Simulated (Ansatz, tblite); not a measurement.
Si$_{3}$Ge: GFN1-xTB, run from Python

These are simulated results from tblite 0.8.0, not measurements. The cell was built from a prototype and was relaxed with r2SCAN in plane waves (Ansatz 0.2.0). Not every such cell is a known phase. All runs are without spin polarisation.

Space group P-4m2 (No. 115), tetragonal; conventional cell a = 3.888 Å, c = 5.484 Å, 20.72 Å³ an atom. Around Si lie 2 Si at 2.36 Å and 2 Ge at 2.39 Å; around Si lie 4 Si at 2.36 Å; around Ge lie 4 Si at 2.39 Å.

tblite solves periodic systems at the zone centre alone, so the script builds a cluster of 3×3×2 conventional cells (72 atoms), which folds in a coarse mesh of k points.

The script, run.py:

```python
import json
from ase import Atoms
from ase.build import make_supercell
from ase.units import Bohr, GPa, Hartree
from tblite.interface import Calculator

atoms = Atoms(['Si', 'Si', 'Si', 'Ge'],
              cell=[[3.88809662, 0.0, 0.0], [0.0, 3.88809662, 0.0], [0.0, 0.0, 5.48367759]],
              scaled_positions=[[0.5, 0.0, 0.754877492], [0.5, 0.5, 0.0], [0.0, 0.5, 0.245122508], [0.0, 0.0, 0.5]],
              pbc=True)
cluster = make_supercell(atoms, [[3, 0, 0], [0, 3, 0], [0, 0, 2]])
calc = Calculator('GFN1-xTB', cluster.numbers, cluster.positions / Bohr, lattice=cluster.cell[:] / Bohr, periodic=cluster.pbc)
calc.set('temperature', 0.02 / Hartree)
calc.set('max-iter', 150)
res = calc.singlepoint()
levels = res.get('orbital-energies') * Hartree
nv = round(res.get('orbital-occupations').sum() / 2)
cells = len(cluster) // len(atoms)
out = {'energy_per_cell': res.get('energy') * Hartree / cells, 'homo': levels[nv - 1], 'lumo': levels[nv],
       'stress': (-res.get('virial') * Hartree / cluster.get_volume() / GPa).tolist(), 'charges': res.get('charges')[:len(atoms)].tolist(), 'electrons': 2 * nv / cells}
json.dump(out, open('results.json', 'w'))
for key, value in out.items():
    print(key, value)
```

Command: `python run.py`. It took 7.3 s on 1 thread of Arm Neoverse V1, with other jobs on the host, peak memory 0.15 GiB.

The log:

```
------------------------------------------------------------
  cycle        total energy    energy error   density error
------------------------------------------------------------
      1     -121.4695001016  -1.2198872E+02   4.9684700E-01
      2     -97.43841410475   2.4031086E+01   9.9030804E-01
      3     -129.4531929323  -3.2014779E+01   2.5857658E-01
      4     -129.6535098374  -2.0031691E-01   6.5675077E-02
      5     -129.7055875694  -5.2077732E-02   2.3924519E-02
      6     -129.7133867094  -7.7991400E-03   1.4939025E-02
      7     -129.7118309304   1.5557790E-03   1.3926419E-02
      8     -129.7206367322  -8.8058018E-03   5.9760640E-03
      9     -129.7175459960   3.0907362E-03   5.2665728E-03
     10     -129.7216675741  -4.1215781E-03   1.2398676E-03
     11     -129.7216791036  -1.1529555E-05   1.1055048E-03
     12     -129.7216903342  -1.1230603E-05   9.3515313E-04
     13     -129.7217045884  -1.4254184E-05   6.7561230E-04
     14     -129.7217171457  -1.2557285E-05   2.5573153E-04
     15     -129.7217197274  -2.5817145E-06   1.0729103E-05
     16     -129.7217197132   1.4225151E-08   2.2019214E-05
     17     -129.7217197097   3.5280721E-09   2.4006383E-05
     18     -129.7217197226  -1.2923806E-08   1.3801894E-05
------------------------------------------------------------

 total:                                   6.702 sec
energy_per_cell -196.10598839533128
homo -7.155462362310405
lumo -6.990256240175537
stress [[10.715101762524583, -1.1257238557874557e-06, -2.9100422863190735e-06], [-1.125723855700264e-06, 10.7151078882847, 5.742950155024757e-07], [-2.9100422864599854e-06, 5.742950151288913e-07, 7.256321656600419]]
charges [0.12390517248010324, -0.0023032812851806472, 0.12390168148189618, -0.24541226778002395]
electrons 16.0
```

The cycle table is in hartree for the whole cluster, and the lines after it are in eV (the energy for one cell). The printed stress is in GPa and positive in compression, and the pressure is its mean diagonal.

GFN1-xTB gives a gap of 0.17 eV. On the same cell, plane-wave PBE (Ansatz, 6×6×6 k points and the special points) gives a gap of 0.38 eV and r2SCAN a gap of 0.57 eV; on shared hosts these took about 7.2 and 18 core-seconds on the 4-atom cell, against 7.3 for the script. Semilocal gaps usually lie below measured ones. xTB was fitted to molecules, so gaps, charges and pressures of solids can be far off, and the gap also depends on the size of the cluster.

The same script was run on cells scaled at fixed shape and fractional coordinates:

| volume (Å³/atom) | energy (meV/atom) | pressure (GPa, positive in compression) | gap (eV) |
| --- | --- | --- | --- |
| 18.24 | 298.3 | 31.28 | 0.00 |
| 19.48 | 107.7 | 18.64 | 0.04 |
| 20.72 | 0.0 | 9.56 | 0.17 |
| 21.97 | -47.3 | 3.01 | 0.28 |
| 23.21 | -51.9 | -1.51 | 0.38 |

A Birch-Murnaghan fit puts the minimum at 22.73 Å³/atom, 9.7 % above the given cell, with a bulk modulus of 82.9 GPa at fixed shape.

xTB was fitted mostly to molecules, and a small cluster samples few k points, so gaps, pressures and kinks along a curve can be far from a solid's.

The runs are scalar-relativistic, without spin-orbit coupling.
